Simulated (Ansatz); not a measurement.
Runs of Ansatz 0.2.0 on HPbNO4. The structure is monoclinic, space group P2_1 (No. 4). Conventional cell: a = 6.435 Å, b = 4.111 Å, c = 8.338 Å, α = 90.00°, β = 112.11°, γ = 90.00°. H (site symmetry 1) has 1 O at 0.99 Å as nearest neighbours. Pb (site symmetry 1) is surrounded by 4 O at 2.40 to 2.69 Å. N (site symmetry 1) has 3 O at 1.25 to 1.29 Å as nearest neighbours. Around O (site symmetry 1) lie 1 H at 0.99 Å. O (site symmetry 1) has 1 N at 1.25 Å as nearest neighbours. O (site symmetry 1) has 1 N at 1.26 Å as nearest neighbours. Around O (site symmetry 1) lie 1 N at 1.29 Å. The cell was built by a generator and needn't be a form met in nature.

| task | level | potentials or basis | cell | k mesh | cutoff (eV) | points for each segment of the path | mesh quality | gap on the mesh (eV) | pressure (GPa) | largest force (eV/Å) |
| --- | --- | --- | --- | --- | --- | --- | --- | --- | --- | --- |
| single point | HSE06 | Ansatz PAW | as given | 2 × 3 × 2 | 420 | - | coarse | 4.77 | -4.3 | 1.52 |
| relaxation of cell and atoms | r2SCAN | Ansatz PAW | relaxed | 4 × 5 × 3 | 500 | - | not flagged | (a) | 0.0 | 0.01 |
| single point | PBE | Ansatz NC | as given | 5 × 7 × 4 | 1240 | - | not flagged | 3.28 | 0.0 | (c) |
| band structure | r2SCAN | Ansatz PAW | as given | 5 × 7 × 4 | 500 | 10 | not flagged | (b) | -3.3 | 0.66 |

Alike in all rows: no spin polarisation; smearing fermi-dirac 0.05 eV.

Task: Estimate the missing entries.

Result: (a) 3.64; (b) 3.68; (c) 0.04.

Caveats: some runs use coarse meshes; spin-orbit coupling is left out, which as a rule narrows the gap of such compounds by several tenths of an eV; odd divisions of the mesh miss points on the zone boundary, where band edges often lie, so the gap on the mesh can be too wide (some runs); the PAW data sets come from PBE, with cores solved anew for the run's functional, which leaves a small shift of forces and pressure (some runs); forces of over 1 eV/Å show positions far from the minimum, so gaps and moduli don't describe the material at rest (some runs); the thresholds are loose for stress (some runs); the plane-wave basis is chosen anew once the cell has moved, so the energies of steps on either side of that aren't comparable (some runs).

A k mesh can miss the band edges, and the runs leave out spin-orbit coupling on Pb.
